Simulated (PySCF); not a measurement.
# WNF₃: relaxation and vibrations of the singlet

The task is one start of a wider search on WNF₃: the singlet, from a tetrahedral start. It is relaxed, tested by its Hessian and followed downhill if it is a saddle.

Method: PBE0, basis W def2-SVP with ECP60, N def2-SVP, F def2-SVP, scalar-relativistic core potentials, no spin–orbit coupling, density fitting; program: PySCF 2.14.0.

### 1 The system as given

5 atoms, charge 0, spin multiplicity 1.

Bond lengths: W1–N2 1.800 Å, W1–F3 2.010 Å, W1–F4 2.010 Å, W1–F5 2.010 Å. Angles: N2–W1–F3 109.5°, N2–W1–F4 109.5°, N2–W1–F5 109.5°, F3–W1–F4 109.5°, F3–W1–F5 109.5°, F4–W1–F5 109.5°.

Z-matrix (Å, degrees; charge 0 multiplicity 1):
```
W
N  1 1.8000
F  1 2.0099 2 109.47
F  1 2.0099 2 109.47 3 -120.00
F  1 2.0099 2 109.47 3 120.00
```

### 2 Relaxation: tetrahedral start, singlet

The steps below are one call of a driver around PySCF. For each, scf.py gives the equivalent set-up of the SCF; relaxations use the driver's own optimiser. Before each start the driver seeks the lowest SCF state from one or more starting densities and follows internal instabilities, so scf.py alone need not reach the same state.

The program finds C3v symmetry in the start, which this walk keeps. The walk stops when the largest gradient is under 0.0003 Eh/bohr and the energy has settled too.

Contents of scf.py:

```python
from pyscf import gto, scf, dft
mol = gto.M(atom='''
W      0.000000    -0.041563    -0.029403
N      0.000000    -1.511047    -1.068949
F      1.641104    -0.041807     1.131033
F     -1.641104    -0.041807     1.131033
F     -0.000000     1.599785    -1.189493''',
    basis={'W': 'def2-SVP', 'N': 'def2-SVP', 'F': 'def2-SVP'},
    ecp={'W': 'def2-SVP'},
    charge=0, spin=0)
mf = dft.RKS(mol, xc='PBE0')
mf.grids.atom_grid = (50, 194)
aux = {'W': 'def2-universal-JKFIT', 'N': 'def2-universal-JKFIT', 'F': 'def2-universal-JKFIT'}
mf = mf.density_fit(auxbasis=aux)
mf.kernel()
```

Further steps of the session: Frequencies.

**Question.** What will these runs give? Wanted: minimum; geometry; wavenumbers; dipole moment; highest occupied, lowest empty level; polar-tensor charge of W1; zero-point energy; atomisation energy.

The runs gave:

```
                                 quantity                                                                value
                                  minimum                                                         singlet, C3v
                                 geometry  W–F 1.860 Å (×3), W–N 1.651 Å; F–W–F 114.6° (×3), F–W–N 103.7° (×3)
                       wavenumbers (cm⁻¹)             227 (a1), 235 (e), 335 (e), 715 (a1), 719 (e), 1197 (a1)
                            dipole moment                                                               2.17 D
     highest occupied, lowest empty level                                                      -9.49, -2.47 eV
                polar-tensor charge of W1                                                              +2.30 e
                        zero-point energy                                                          28.2 kJ/mol
                      entropy at 298.15 K                                                      317.8 J/(mol K)
atomisation energy (no zero-point energy)                                                          2266 kJ/mol
```

**Reading.** The molecule stays C3v, as typed, and the end point is a minimum. In the infrared the band at 719 cm⁻¹ (e, stretch) leads. Only this shape and spin were tried, so other structures or states may lie lower. With an element this heavy the missing spin–orbit coupling can shift these numbers.
